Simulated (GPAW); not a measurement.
Runs of GPAW 26.7.0 on WS. Symmetry: Pm-3m, No. 221, cubic system. Conventional cell: a = 3.008 Å, b = 3.008 Å, c = 3.008 Å, α = 90.00°, β = 90.00°, γ = 90.00°. W (site symmetry m-3m) is surrounded by 8 S at 2.60 Å. Around S (site symmetry m-3m) lie 8 W at 2.60 Å. The cell was built by a generator and needn't be a form met in nature.

| task | level | potentials or basis | cell | optimizer | fmax | max steps | convergence | gap on the mesh (eV) | pressure (GPa) | relaxed volume (Å³/atom) |
| --- | --- | --- | --- | --- | --- | --- | --- | --- | --- | --- |
| relaxation of cell and atoms | PBEsol+D3 | PAW data sets generated in the run's folder for this functional, pw | relaxed | BFGS | 0.02 eV/Å | 60 | density=1e-05 forces=0.0001 | none | 0.0 | 12.95 |
| relaxation of cell and atoms | PBEsol+D4 | PAW data sets generated in the run's folder for this functional, pw | relaxed | BFGS | 0.02 eV/Å | 60 | density=1e-05 forces=0.0001 | none | 0.0 | 12.99 |
| relaxation of cell and atoms | PBEsol+D3(BJ)+ATM | PAW data sets generated in the run's folder for this functional, pw | relaxed | BFGS | 0.02 eV/Å | 60 | density=1e-05 forces=0.0001 | none | 0.0 | (b) |
| relaxation of cell and atoms | PBEsol+D3(BJ) | PAW data sets generated in the run's folder for this functional, pw | relaxed | BFGS | 0.02 eV/Å | 60 | density=1e-05 forces=0.0001 | none | 0.0 | 12.83 |
| single point | PBE | GPAW PAW data sets (gpaw-data 1.2.1), pw | as given | - | - | - | - | none | (a) | - |

Alike in all rows: no spin polarisation; k mesh 9 × 9 × 9; cutoff (eV) 600; smearing fermi-dirac 0.05 eV.

Estimate the missing entries.

(a) 0.1; (b) 12.90.

Caveats: later steps reuse the first step's grids (some runs); pairwise dispersion overbinds metals, which lowers pressure and volume (some runs).

A k mesh can miss the band edges, and the runs leave out spin-orbit coupling on W.

A gap of «none» marks a metal or a gap under the smearing width.
